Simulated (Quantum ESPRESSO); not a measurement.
# GaF (Pm-3m) in Quantum ESPRESSO: further runs

The runs below take GaF through phonons, with LDA.

All numbers are computed with Quantum ESPRESSO 7.5; they aren't measurements. Logs are shortened: lines on timing, memory, paths and dates and some standing lists are left out, and cuts for length are marked.

## (1) The structure

The structure is cubic, space group Pm-3m (No. 221). The conventional cell has a = 3.166 Å, b = 3.166 Å, c = 3.166 Å, α = 90.00°, β = 90.00°, γ = 90.00°. Ga (site symmetry m-3m) has 8 F at 2.74 Å as nearest neighbours. F (site symmetry m-3m) is surrounded by 8 Ga at 2.74 Å.

The cell was built by a generator and needn't be a form met in nature.

## (2) Phonons, LDA

Input file pw.in:

```
&CONTROL
  calculation = 'scf'
  prefix = 'pwscf'
  outdir = './tmp'
  pseudo_dir = './pseudo'
  tprnfor = .true.
  tstress = .true.
  disk_io = 'low'
/
&SYSTEM
  ibrav = 0
  nat = 2
  ntyp = 2
  ecutwfc = 84
  nbnd = 16
  occupations = 'smearing'
  smearing = 'fd'
  degauss = 0.00367493
/
&ELECTRONS
  conv_thr = 4d-10
  electron_maxstep = 120
  mixing_beta = 0.5
/
ATOMIC_SPECIES
Ga    69.7230 Ga.upf
F     18.9984 F.upf
CELL_PARAMETERS bohr
   5.9827217325    0.0000000000    0.0000000000
   0.0000000000    5.9827217325    0.0000000000
   0.0000000000    0.0000000000    5.9827217325
ATOMIC_POSITIONS bohr
Ga     0.0000000000    0.0000000000    0.0000000000
F      2.9913608662    2.9913608662    2.9913608662
K_POINTS automatic
6 6 6 1 1 1
```

Input file relax.in:

```
&CONTROL
  calculation = 'vc-relax'
  prefix = 'pwscf'
  outdir = './tmp'
  pseudo_dir = './pseudo'
  tprnfor = .true.
  tstress = .true.
  disk_io = 'low'
  nstep = 40
  forc_conv_thr = 0.0001
  etot_conv_thr = 1d-06
/
&SYSTEM
  ibrav = 0
  nat = 2
  ntyp = 2
  ecutwfc = 84
  nbnd = 16
  occupations = 'smearing'
  smearing = 'fd'
  degauss = 0.00367493
/
&ELECTRONS
  conv_thr = 4d-10
  electron_maxstep = 120
  mixing_beta = 0.5
/
&IONS
  ion_dynamics = 'bfgs'
/
&CELL
  cell_dynamics = 'bfgs'
  press = 0
  press_conv_thr = 0.2
/
ATOMIC_SPECIES
Ga    69.7230 Ga.upf
F     18.9984 F.upf
CELL_PARAMETERS bohr
   5.9827217325    0.0000000000    0.0000000000
   0.0000000000    5.9827217325    0.0000000000
   0.0000000000    0.0000000000    5.9827217325
ATOMIC_POSITIONS bohr
Ga     0.0000000000    0.0000000000    0.0000000000
F      2.9913608662    2.9913608662    2.9913608662
K_POINTS automatic
6 6 6 1 1 1
```

Input file scf2.in:

```
&CONTROL
  calculation = 'scf'
  prefix = 'pwscf'
  outdir = './tmp'
  pseudo_dir = './pseudo'
  tprnfor = .true.
  tstress = .true.
  disk_io = 'low'
/
&SYSTEM
  ibrav = 0
  nat = 2
  ntyp = 2
  ecutwfc = 84
  nbnd = 16
  occupations = 'fixed'
/
&ELECTRONS
  conv_thr = 1d-13
  electron_maxstep = 120
  mixing_beta = 0.5
  startingpot = 'file'
  startingwfc = 'file'
/
ATOMIC_SPECIES
Ga    69.7230 Ga.upf
F     18.9984 F.upf
CELL_PARAMETERS bohr
   5.7173660535    0.0000000000    0.0000000000
   0.0000000000    5.7173660535    0.0000000000
   0.0000000000    0.0000000000    5.7173660535
ATOMIC_POSITIONS bohr
Ga     0.0000000000    0.0000000000    0.0000000000
F      2.8586830267    2.8586830267    2.8586830267
K_POINTS automatic
6 6 6 1 1 1
```

Input file ph.in:

```
phonons of GaF
&INPUTPH
  prefix = 'pwscf'
  outdir = './tmp'
  tr2_ph = 1d-18
  fildyn = 'dyn'
  niter_ph = 90
  alpha_mix(1) = 0.7
  epsil = .true.
/
0.0000000000 0.0000000000 0.0000000000
```

Input file dynmat.in:

```
&INPUT
  fildyn = 'dyn'
  asr = 'crystal'
  lperm = .true.
  filout = 'dynmat.disp'
  fileig = 'dynmat.eig'
/
```

Input file dynmat_lo.in:

```
&INPUT
  fildyn = 'dyn'
  asr = 'crystal'
  filout = 'dynmat_lo.disp'
  fileig = 'dynmat_lo.eig'
  q(1) = 0
  q(2) = 0
  q(3) = 1
/
```

Potentials or basis: PseudoDojo 0.4.1 SR LDA standard.

Command:

```sh
> OMP_NUM_THREADS=1 pw.x -in pw.in > pw.out
> OMP_NUM_THREADS=1 pw.x -in relax.in > relax.out
> OMP_NUM_THREADS=1 pw.x -in scf2.in > scf2.out
> OMP_NUM_THREADS=1 ph.x -in ph.in > ph.out
> OMP_NUM_THREADS=1 dynmat.x -in dynmat.in > dynmat.out
> OMP_NUM_THREADS=1 dynmat.x -in dynmat_lo.in > dynmat_lo.out
```

pw.out:

```text
This program is part of the open-source Quantum ESPRESSO suite
     for quantum simulation of materials; please cite
[... 9 lines left out ...]
     --------------------
     sticks:   dense  smooth     PW     G-vecs:    dense   smooth      PW
     Sum         949     949    285                22143    22143    3575

     Using Slab Decomposition

     bravais-lattice index     =            0
     lattice parameter (alat)  =       5.9827  a.u.
     unit-cell volume          =     214.1393 (a.u.)^3
     number of atoms/cell      =            2
     number of atomic types    =            2
     number of electrons       =        20.00
     number of Kohn-Sham states=           16
     kinetic-energy cutoff     =      84.0000  Ry
     charge density cutoff     =     336.0000  Ry
     scf convergence threshold =      4.0E-10
     mixing beta               =       0.5000
     number of iterations used =            8  plain     mixing
     Exchange-correlation= SLA  PW   NOGX NOGC
                           (   1   4   0   0   0   0   0)

     celldm(1)=   5.982722  celldm(2)=   0.000000  celldm(3)=   0.000000
     celldm(4)=   0.000000  celldm(5)=   0.000000  celldm(6)=   0.000000

     crystal axes: (cart. coord. in units of alat)
               a(1) = (   1.000000   0.000000   0.000000 )
               a(2) = (   0.000000   1.000000   0.000000 )
               a(3) = (   0.000000   0.000000   1.000000 )

     reciprocal axes: (cart. coord. in units 2 pi/alat)
               b(1) = (  1.000000  0.000000  0.000000 )
               b(2) = (  0.000000  1.000000  0.000000 )
               b(3) = (  0.000000  0.000000  1.000000 )

     PseudoPot. # 1 for Ga read from file:
     Ga.upf
     Pseudo is Norm-conserving + core correction, Zval = 13.0
     Generated using ONCVPSP code by D. R. Hamann
     Using radial grid of 1858 points,  6 beta functions with:
                l(1) =   0
                l(2) =   0
                l(3) =   1
                l(4) =   1
                l(5) =   2
                l(6) =   2

     PseudoPot. # 2 for F  read from file:
     F.upf
     Pseudo is Norm-conserving + core correction, Zval =  7.0
     Generated using ONCVPSP code by D. R. Hamann
     Using radial grid of  824 points,  5 beta functions with:
                l(1) =   0
                l(2) =   0
                l(3) =   1
                l(4) =   1
                l(5) =   2

     atomic species   valence    mass     pseudopotential
     Ga               13.00    69.72300     Ga( 1.00)
     F                 7.00    18.99840     F ( 1.00)

     48 Sym. Ops., with inversion, found

   Cartesian axes

     site n.     atom                  positions (alat units)
         1        Ga     tau(   1) = (   0.0000000   0.0000000   0.0000000  )
         2        F      tau(   2) = (   0.5000000   0.5000000   0.5000000  )

     number of k points=    10  Fermi-Dirac smearing, width (Ry)=  0.0037
                       cart. coord. in units 2pi/alat
        k(    1) = (   0.0833333   0.0833333   0.0833333), wk =   0.0740741
        k(    2) = (   0.0833333   0.0833333   0.2500000), wk =   0.2222222
        k(    3) = (   0.0833333   0.0833333   0.4166667), wk =   0.2222222
        k(    4) = (   0.0833333   0.2500000   0.2500000), wk =   0.2222222
        k(    5) = (   0.0833333   0.2500000   0.4166667), wk =   0.4444444
        k(    6) = (   0.0833333   0.4166667   0.4166667), wk =   0.2222222
        k(    7) = (   0.2500000   0.2500000   0.2500000), wk =   0.0740741
        k(    8) = (   0.2500000   0.2500000   0.4166667), wk =   0.2222222
        k(    9) = (   0.2500000   0.4166667   0.4166667), wk =   0.2222222
        k(   10) = (   0.4166667   0.4166667   0.4166667), wk =   0.0740741

     Dense  grid:    22143 G-vectors     FFT dimensions: (  36,  36,  36)

     Initial potential from superposition of free atoms

     starting charge      19.9979, renormalised to      20.0000
     Starting wfcs are   13 randomized atomic wfcs +    3 random wfcs

     Self-consistent Calculation

     iteration #  1     ecut=    84.00 Ry     beta= 0.50
     Davidson diagonalization with overlap
     ethr =  1.00E-02,  avg # of iterations =  4.0

     total energy              =    -201.80986574 Ry
     estimated scf accuracy    <       0.23520794 Ry

     iteration #  2     ecut=    84.00 Ry     beta= 0.50
     Davidson diagonalization with overlap
     ethr =  1.18E-03,  avg # of iterations =  2.0

     total energy              =    -201.87015998 Ry
     estimated scf accuracy    <       0.12578591 Ry

     iteration #  3     ecut=    84.00 Ry     beta= 0.50
     Davidson diagonalization with overlap
     ethr =  6.29E-04,  avg # of iterations =  2.0

     total energy              =    -201.89408576 Ry
     estimated scf accuracy    <       0.00363038 Ry

     iteration #  4     ecut=    84.00 Ry     beta= 0.50
     Davidson diagonalization with overlap
     ethr =  1.82E-05,  avg # of iterations =  3.2

     total energy              =    -201.89470720 Ry
     estimated scf accuracy    <       0.00140725 Ry

     iteration #  5     ecut=    84.00 Ry     beta= 0.50
     Davidson diagonalization with overlap
     ethr =  7.04E-06,  avg # of iterations =  1.7

     total energy              =    -201.89501284 Ry
     estimated scf accuracy    <       0.00004268 Ry

     iteration #  6     ecut=    84.00 Ry     beta= 0.50
     Davidson diagonalization with overlap
     ethr =  2.13E-07,  avg # of iterations =  2.0

     total energy              =    -201.89502578 Ry
     estimated scf accuracy    <       0.00003085 Ry

     iteration #  7     ecut=    84.00 Ry     beta= 0.50
     Davidson diagonalization with overlap
     ethr =  1.54E-07,  avg # of iterations =  1.3

     total energy              =    -201.89502968 Ry
     estimated scf accuracy    <       0.00000052 Ry

     iteration #  8     ecut=    84.00 Ry     beta= 0.50
     Davidson diagonalization with overlap
     ethr =  2.61E-09,  avg # of iterations =  2.1

     total energy              =    -201.89502976 Ry
     estimated scf accuracy    <       0.00000003 Ry

     iteration #  9     ecut=    84.00 Ry     beta= 0.50
     Davidson diagonalization with overlap
     ethr =  1.52E-10,  avg # of iterations =  1.8

     total energy              =    -201.89502975 Ry
     estimated scf accuracy    <       0.00000003 Ry

     iteration # 10     ecut=    84.00 Ry     beta= 0.50
     Davidson diagonalization with overlap
     ethr =  1.36E-10,  avg # of iterations =  1.1

     total energy              =    -201.89502975 Ry
     estimated scf accuracy    <          3.2E-09 Ry

     iteration # 11     ecut=    84.00 Ry     beta= 0.50
     Davidson diagonalization with overlap
     ethr =  1.59E-11,  avg # of iterations =  1.7

     End of self-consistent calculation

          k = 0.0833 0.0833 0.0833 (  2806 PWs)   bands (ev):

   -15.6524  -8.1968  -8.1968  -8.0461  -8.0453  -8.0453  -0.1115   2.5839
     2.5839   3.1270  13.0963  13.0963  13.5869  17.5859  17.5859  23.6809

          k = 0.0833 0.0833 0.2500 (  2775 PWs)   bands (ev):

   -15.5861  -8.1926  -8.1448  -8.0670  -8.0643  -8.0435  -0.3170   2.4953
     2.7172   3.8146   9.9995  13.2585  13.7976  18.1167  20.6173  22.7644

          k = 0.0833 0.0833 0.4167 (  2790 PWs)   bands (ev):

   -15.5184  -8.1884  -8.0943  -8.0886  -8.0825  -8.0415  -0.5651   2.6559
     2.8548   4.8390   7.4047  13.4282  14.1698  19.1320  20.6510  22.1726

          k = 0.0833 0.2500 0.2500 (  2783 PWs)   bands (ev):

   -15.5283  -8.1662  -8.1120  -8.0816  -8.0631  -8.0620  -0.0832   1.9713
     2.7699   4.3560  10.2029  10.6709  13.9831  19.2853  20.7193  22.4568

          k = 0.0833 0.2500 0.4167 (  2786 PWs)   bands (ev):

   -15.4695  -8.1563  -8.0982  -8.0802  -8.0646  -8.0590   0.0188   1.9064
     2.8791   4.6878   8.3005  11.0000  14.5027  17.9766  21.2685  21.9004

          k = 0.0833 0.4167 0.4167 (  2772 PWs)   bands (ev):

   -15.4197  -8.1383  -8.1061  -8.0793  -8.0789  -8.0186   0.8729   1.3583
     2.9440   3.9683   9.2620   9.5814  15.1966  15.9907  21.6167  21.9438

          k = 0.2500 0.2500 0.2500 (  2782 PWs)   bands (ev):

   -15.4751  -8.1098  -8.1098  -8.0871  -8.0871  -8.0713   0.2629   2.2044
     2.2044   4.5778  10.5554  10.5554  11.5414  19.9865  19.9865  21.4275

          k = 0.2500 0.2500 0.4167 (  2787 PWs)   bands (ev):

   -15.4209  -8.1152  -8.1042  -8.0926  -8.0830  -8.0507   0.5625   1.9631
     2.4558   4.6881   8.7884  10.4030  12.3920  18.6068  18.6399  21.0255

          k = 0.2500 0.4167 0.4167 (  2784 PWs)   bands (ev):

   -15.3716  -8.1257  -8.1107  -8.1033  -8.0767  -8.0170   1.3108   1.6940
     2.4860   4.4500   9.1128   9.1842  12.0453  16.8991  19.2786  19.3249

          k = 0.4167 0.4167 0.4167 (  2782 PWs)   bands (ev):

   -15.3227  -8.1414  -8.1414  -8.1319  -8.0155  -8.0155   1.8415   2.0765
     2.0765   5.1825   8.7077   8.7077   9.7687  17.8074  18.0946  18.0946

     the Fermi energy is     6.2200 ev

!    total energy              =    -201.89502975 Ry
     estimated scf accuracy    <          4.6E-11 Ry
     smearing contrib. (-TS)   =      -0.00000000 Ry
     internal energy E=F+TS    =    -201.89502975 Ry

     The total energy is F=E-TS. E is the sum of the following terms:
     one-electron contribution =     -76.73229761 Ry
     hartree contribution      =      54.36262200 Ry
     xc contribution           =     -51.74351316 Ry
     ewald contribution        =    -127.78184098 Ry

     convergence has been achieved in  11 iterations

     Forces acting on atoms (cartesian axes, Ry/au):

     atom    1 type  1   force =     0.00000000    0.00000000    0.00000000
     atom    2 type  2   force =     0.00000000    0.00000000    0.00000000

     Total force =     0.000000     Total SCF correction =     0.000000

     Computing stress (Cartesian axis) and pressure

          total   stress  (Ry/bohr**3)                   (kbar)     P=      -65.85
  -0.00044764   0.00000000   0.00000000          -65.85        0.00        0.00
   0.00000000  -0.00044764   0.00000000            0.00      -65.85        0.00
   0.00000000   0.00000000  -0.00044764            0.00        0.00      -65.85

=------------------------------------------------------------------------------=
   JOB DONE.
=------------------------------------------------------------------------------=
```

Run time: 4.6 min. Hardware: 1 thread of AMD EPYC (Zen 3), shared host; peak memory 0.06 GiB.

Results:

| Property | Result |
| --- | --- |
| Free energy | -2747.0161 eV |
| Relaxed volume | 13.85 Å³/atom |
| Relaxed cell | a = 3.025 Å, b = 3.025 Å, c = 3.025 Å, α = 90.00°, β = 90.00°, γ = 90.00° |
| Space group after relaxing (to 0.05 Å) | Pm-3m (No. 221) |
| Pressure after relaxing | 0.0 GPa |
| Electronic dielectric tensor (diagonal) | 7.13 |
| Born charges (mean of the diagonal) | Ga +2.51; F -2.40 e |
| Highest phonon frequency at Γ, LO-TO splitting left out | -1 cm⁻¹ |
| Most unstable mode | 136i cm⁻¹ |

Step by step:
| step | energy change (eV) | largest force (eV/Å) | pressure (GPa) | volume (Å³) |
| --- | --- | --- | --- | --- |
| 1 | 0.0000 | 0.0000 | -6.58 | 31.73 |
| 2 | -0.0394 | 0.0000 | -5.36 | 30.68 |
| 3 | -0.0801 | 0.0000 | -3.01 | 29.14 |
| 4 | -0.0937 | 0.0000 | 0.78 | 27.38 |
| 5 | -0.0944 | 0.0000 | -0.07 | 27.72 |
| 6 | -0.0944 | 0.0000 | 0.00 | 27.69 |

Final structure:
```
Ga F
1.0
     3.02550    0.00000    0.00000
     0.00000    3.02550    0.00000
     0.00000    0.00000    3.02550
Ga F
1 1
Cartesian
  0.0000 0.0000 0.0000
  1.5127 1.5127 1.5127
```

Phonon frequencies in cm⁻¹ (negative: imaginary):
```tsv
q point	frequencies
(0.000, 0.000, 0.000)	-136 -136 -136 -1 -1 -1
```

Electronic dielectric tensor:
```
7.13 0.00 0.00
0.00 7.13 0.00
0.00 0.00 7.13
```

Born effective charge tensors (e):
atom 1, Ga
```
2.51 0.00 0.00
0.00 2.51 0.00
0.00 0.00 2.51
```
atom 2, F
```
-2.40  0.00  0.00
 0.00 -2.40  0.00
 0.00  0.00 -2.40
```

Optical modes at Γ, degenerate ones joined, polar ones without the macroscopic field:
| cm⁻¹ | components | symmetry | active in | IR intensity, summed ((D/Å)²/amu) |
| --- | --- | --- | --- | --- |
| 136i | 3 | T1u | IR | 27.98 |

Zone-centre frequencies without and with the macroscopic field along z (cm⁻¹):
```
                optical modes in rising order
       without                 136i 136i 136i
with the field                  136i 136i 287
```

Caveat: the mesh is thin for the dielectric tensor, Born charges and intensities, which usually come out too large; some modes are imaginary; the Born charges break their sum rule by 0.12 e, a sign of too thin a mesh.

[end of part 1 of 3]
